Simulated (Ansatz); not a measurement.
# GeNH (triplet): geometry optimisation

Aim: relax a generated start of GeNH (triplet) and see which bonds hold.

Program: Ansatz 0.2.0, Gaussian basis. Level of theory: UKS PBE0/def2-TZVP. These are calculated values, not measurements.

### Step 1. The starting structure

3 atoms, charge 0, spin multiplicity 3.

Atoms are counted from 1 here; the program's logs count them from 0.

Bond lengths: Ge1–N2 1.829 Å, N2–H3 1.019 Å. Angles: Ge1–N2–H3 121.8°.

Geometry (Å):

```xyz
3
charge 0, multiplicity 3
Ge   -0.3196   -0.0025   -0.0006
N     1.5090   -0.0453    0.0033
H     2.0654    0.8080    0.0004
```

The start was built by rule and, where that kept it together, relaxed with GFN2-xTB. Sticks and bond lists go by distance. No spin-orbit coupling is included. 

### Step 2. The run

The input, in.yaml:

```yaml
crystal:
  periodic: [false, false, false]
  atoms:
    - {symbol: Ge, position_ang: [-0.319630, -0.002483, -0.000634]}
    - {symbol: N, position_ang: [1.509001, -0.045268, 0.003259]}
    - {symbol: H, position_ang: [2.065377, 0.808008, 0.000429]}
basis:
  gaussian: {orbitals: def2-TZVP}
magnetization: {spin_polarized: true, initial_magnetization: 2}
hamiltonian: {xc: pbe0}
relax: {f_tol: 0.004, max_steps: 80}
```

Run with:

```bash
$ ansatz run in.yaml --threads 1 --pin off --events-out ev --progress --plain --max-ram 1740MiB
```

What does the calculation give? Wanted: energy gained; shift from the start; total energy; dipole moment; ⟨S²⟩.

As calculated:

| quantity | value |
| --- | --- |
| steps | 6 |
| energy gained | 0.022 eV |
| shift from the start (rms) | 0.027 Å |
| total energy | -58012.7169 eV |
| dipole moment | 1.30 D |
| ⟨S²⟩ | 2.011 |

What this shows: The bonds of the start are those of the end. Ge1–N2 went from 1.829 to 1.890 Å. No vibrations were run, so this is a stationary point, not a proven minimum, and this spin need not be the ground state's.
